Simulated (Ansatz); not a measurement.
Crystal: HfMoC2.

```
Hf Mo C
1.0
     3.19142    0.00000    0.00000
     0.00000    3.19142    0.00000
     0.00000    0.00000    4.48516
Hf Mo C
1 1 2
Direct
  0.00000 0.00000 0.00000
  0.50000 0.50000 0.50000
  0.50000 0.50000 0.00000
  0.00000 0.00000 0.50000
```

The cell comes from a database or a generator and needn't be the stable form of this composition.

Program: Ansatz 0.2.0. Alike in all runs: task density of states; potentials or basis all-electron LAPW, scalar-relativistic; no spin polarisation; cell as given; k mesh 8 × 8 × 6; cutoff (eV) 301; smearing fermi-dirac 0.05 eV; basis error allowed 0.002 eV/atom.

Problem. Order these runs on this cell by their pressure, lowest first.
A. level PBEsol+U; U Hf d U = 6 eV, Mo d U = 6 eV
B. level PBEsol
C. level PBEsol+U; U Hf d U = 2 eV, Mo d U = 2 eV
D. level PBEsol+U; U Hf d U = 8 eV, Mo d U = 8 eV
E. level PBEsol+U; U Hf d U = 4 eV, Mo d U = 4 eV

Solution. B (-8.9 GPa), C (-7.0 GPa), E (-4.6 GPa), A (-0.8 GPa), D (6.3 GPa).

Caveats: U is the effective U less J, on atomic orbitals that reach past the spheres (some runs); U without spin polarisation on a metal has little footing (some runs); the U is typed as a test and isn't derived for this compound (some runs).
